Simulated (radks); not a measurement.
# Ionising praseodymium step by step, Pr to Pr¹⁹⁺

An exercise on one series of results from a longer session: the logs are not shown, and one member is left open.

The numbers are computed with radks (a radial shooting solver on a logarithmic mesh, Libxc functionals) version 1 (Dirac Kohn-Sham, BLYP, spin-unpolarised, spherical densities, finite nucleus; open shells fill j = l - 1/2 first), except any that are marked as measured or tabulated.

### What is computed

* element: praseodymium (Z = 59)
* charges: 0 to 19
* first configuration: [Xe] 4f3 6s2
* last configuration: [Kr] 4d4

Set-up of the first run:

Settings of this run:

```text
Z 59
configuration [Xe] 4f3 6s2
relativity Dirac
functional b88,lyp
spin unpolarised
j_filling energy
nucleus finite rms 4.8919 fm
c 137.035999084
```

Steps of the session up to this table: Pr, [Xe] 4f3 6s2.

One table of the session follows, with a row left open; its other results are not shown here.

It belongs to the step «Pr, [Xe] 4f3 6s2». From the orbitals of this run (lengths in bohr):

```
level     <r>  outermost maximum (interpolated)  90 % within  nodes
4d3/2  0.7218                             0.631         1.09      1
4d5/2  0.7319                             0.639         1.10      1
5s1/2   1.508                              1.35         2.17      4
5p1/2   1.709                              1.48         2.51      3
5p3/2   1.801                              1.56         2.65      3
6s1/2   4.485                              3.80         6.64      5
4f5/2       ?                                 ?            ?      ?
4f7/2   1.241                             0.695         2.24      0
```

Q: Estimate the row for 4f5/2 from the others.

As computed: <r>: 1.208; outermost maximum (interpolated): 0.690; 90 % within: 2.17; nodes: 0. In the column «<r>» it lies between 4d5/2 (0.7319) and 4f7/2 (1.241).

Limits of these values: Spin polarisation and multiplet splitting are left out, so open shells lie too high by an amount that depends on their filling.
